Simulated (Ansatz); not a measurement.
# H₇NO₂Si₂: a ladder of functionals and wavefunction methods

Aim: compute H₇NO₂Si₂ with functionals from several rungs and with coupled cluster. The yardstick is the atomisation energy at the CCSD(T) limit.

The runs use Ansatz 0.2.0, Gaussian basis; functionals in def2-TZVPP, the program's frozen cores in correlated methods.

The runs, in order: LDA (SPW92), PBE-D4, revPBE-D4, BLYP-D4, r2SCAN-D4, B97M-V, PBE0-D4, B3LYP-D4, r2SCANh-D4, r2SCAN0-D4, HSE06-D4, BHLYP-D4, CAM-B3LYP-D4, LC-ωPBE, ωB97X-V, ωB97M-V, B2PLYP, PBE-QIDH; CCSD(T)/def2-SVP; CCSD(T)/def2-TZVPP; MP2/def2-QZVPP; extrapolation to the limit; RPA on PBE.

## Step 1: The geometry

The geometry comes from an earlier relaxation with PBE0-D4 in a triple-zeta def2 set; it is a stationary point, not always the lowest conformer.

12 atoms, charge 0, spin multiplicity 1.

Atoms are counted from 1 here; the program's logs count them from 0.

Bond lengths: O1–Si2 1.646 Å, O1–H6 0.958 Å, Si2–N3 1.721 Å, Si2–H7 1.480 Å, Si2–H8 1.485 Å, N3–Si4 1.721 Å, N3–H9 1.013 Å, Si4–O5 1.646 Å, Si4–H10 1.485 Å, Si4–H11 1.480 Å, O5–H12 0.958 Å. Angles: Si2–O1–H6 117.8°, O1–Si2–N3 113.8°, O1–Si2–H7 102.9°, O1–Si2–H8 111.4°, N3–Si2–H7 111.1°, N3–Si2–H8 105.6°, H7–Si2–H8 112.2°, Si2–N3–Si4 130.0°, Si2–N3–H9 115.0°, Si4–N3–H9 115.0°, N3–Si4–O5 113.8°, N3–Si4–H10 105.5°, N3–Si4–H11 111.1°, O5–Si4–H10 111.5°, O5–Si4–H11 102.9°, H10–Si4–H11 112.2°, Si4–O5–H12 117.8°.

Geometry (Å):

```xyz
12
H7NO2Si2
O    -2.3499   -1.2049    0.0326
Si   -0.7209   -1.4395    0.0692
N     0.1800   -0.1743   -0.6730
Si    1.3295    0.9121    0.0063
O     0.8770    2.4928   -0.0751
H    -2.7026   -0.4444    0.4965
H    -0.5534   -2.7132   -0.6650
H    -0.2161   -1.5234    1.4629
H     0.0394   -0.0784   -1.6715
H     1.5117    0.4708    1.4121
H     2.5979    0.8915   -0.7557
H     0.0845    2.7556    0.3946
```

## Step 2: LDA

This LDA is Slater exchange with PW92 correlation.

in.yaml reads:

```yaml
crystal:
  periodic: [false, false, false]
  atoms:
    - {symbol: O, position_ang: [-2.349935, -1.204854, 0.032626]}
    - {symbol: Si, position_ang: [-0.720935, -1.439483, 0.069223]}
    - {symbol: N, position_ang: [0.179975, -0.174283, -0.673009]}
    - {symbol: Si, position_ang: [1.329540, 0.912132, 0.006294]}
    - {symbol: O, position_ang: [0.877040, 2.492830, -0.075085]}
    - {symbol: H, position_ang: [-2.702629, -0.444434, 0.496476]}
    - {symbol: H, position_ang: [-0.553383, -2.713247, -0.665035]}
    - {symbol: H, position_ang: [-0.216071, -1.523395, 1.462869]}
    - {symbol: H, position_ang: [0.039383, -0.078444, -1.671493]}
    - {symbol: H, position_ang: [1.511732, 0.470797, 1.412104]}
    - {symbol: H, position_ang: [2.597887, 0.891465, -0.755681]}
    - {symbol: H, position_ang: [0.084495, 2.755620, 0.394608]}
basis:
  gaussian: {orbitals: def2-TZVPP}
hamiltonian: {xc: lda}
output: {orbitals: {seedname: orbitals}}
```

Further steps of the session: PBE-D4 (GGA); revPBE-D4 (GGA); BLYP-D4 (GGA); r2SCAN-D4 (meta-GGA); B97M-V (meta-GGA); PBE0-D4 (hybrid); B3LYP-D4 (hybrid); r2SCANh-D4 (hybrid); r2SCAN0-D4 (hybrid); HSE06-D4 (hybrid); BHLYP-D4 (hybrid); CAM-B3LYP-D4 (range-separated); LC-ωPBE-D4 (range-separated); ωB97X-V (range-separated); ωB97M-V (range-separated); B2PLYP (double hybrid); PBE-QIDH (double hybrid); CCSD(T) in def2-SVP; CCSD(T) in def2-TZVPP; MP2 in def2-QZVPP; RPA on PBE orbitals.

Before running them: what should the planned runs give, taken together? Wanted: atomisation energy, CCSD(T)/CBS; farthest beyond LDA; mean size of error, GGA; mean size of error, meta-GGA; mean size of error, hybrid; mean size of error, range-separated; mean size of error, double hybrid; gap, smallest and largest; T1 diagnostic.

As calculated:

| quantity | value |
| --- | --- |
| atomisation energy, CCSD(T)/CBS | 44.808 eV |
| functionals within 0.224 eV (0.5 %) | PBE-D4, CAM-B3LYP-D4, ωB97X-V, ωB97M-V |
| farthest beyond LDA | BHLYP-D4 (-1.546 eV) |
| mean size of error, GGA | 0.623 eV |
| mean size of error, meta-GGA | 0.372 eV |
| mean size of error, hybrid | 0.937 eV |
| mean size of error, range-separated | 0.212 eV |
| mean size of error, double hybrid | 0.878 eV |
| gap, smallest and largest | 5.87 eV (BLYP-D4), 13.07 eV (LC-ωPBE) |
| T1 diagnostic | 0.0114 |
| triples share of the correlation energy | 3.4 % |

What this shows: The LDA atomisation energy is off by 5.591 eV (12 %): it overbinds. PBE-D4 is off by -0.188 eV. Double hybrids carry the basis error of their MP2 part in triple zeta, and no dispersion term here, so their miss is partly the set-up's. Taken by rung, range-separated functionals do best (0.212 eV on average) and hybrid ones worst beyond LDA (0.937 eV). The mean of the hybrids holds BHLYP, with half exact exchange. The reference freezes the cores and leaves out relativity and excitations past (T), so misses under about 0.224 eV can't be ranked. Hartree-Fock recovers 71 % of the binding; the rest is correlation. CCSD(T) in def2-SVP is off by -4.061 eV, which most functionals beat. The gap grows from 5.9 to 13.1 eV across the functionals, mostly with the share of exact exchange.
